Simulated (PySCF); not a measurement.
# CH6GeN2O: the cost of one run

Programs: PySCF 2.14.0, with density-fitted response routines of our own. Each step states its level of theory. These are calculated values for one molecule in the gas phase, unless marked as measured. Atoms are numbered from 0 throughout.

## 1. The molecule as given

11 atoms, charge 0, multiplicity 1; geometry from: GFN2-xTB. The atoms were then displaced at random by about 0.01 Å, so the start is not that level's minimum.

Bonds of the start (Å): N0–Ge1 1.78, Ge1–N2 1.85, N2–C3 1.36, C3–O4 1.23, N0–H5 1.03, N0–H6 1.02, Ge1–H7 1.49, Ge1–H8 1.48, N2–H9 1.03, C3–H10 1.07.

## 2. Geometry optimisation at PBE0-D3(BJ)/def2-SVP

What the job is given:

```
{"job": {"xc": "PBE0", "basis": "def2-SVP", "d3": "d3bj", "grid": 1, "shake": 0.01, "kind": "geom"}, "charge": 0, "multiplicity": 1}
N     -1.616280     0.652390     0.627490
Ge    -0.686610    -0.787460     0.164570
N      1.035410    -0.453640     0.752270
C      1.677130     0.526400     0.065360
O      1.060320     1.073010    -0.850030
H     -1.324220     1.535800     0.177730
H     -2.630050     0.614230     0.520770
H     -1.125430    -1.906240     1.038580
H     -0.564930    -1.178450    -1.255800
H      1.548050    -0.889350     1.531570
H      2.664730     0.787470     0.371500
```

Launch:

```sh
> OMP_NUM_THREADS=1 python probes_run.py task.json out
```

The driver reads the jobs from task.json and runs them one after another.

**Question.** How long does this first job take on 1 thread of Arm Neoverse V2, shared host, and how much memory does it need?

About 43 s, with a peak of 0.51 GiB.
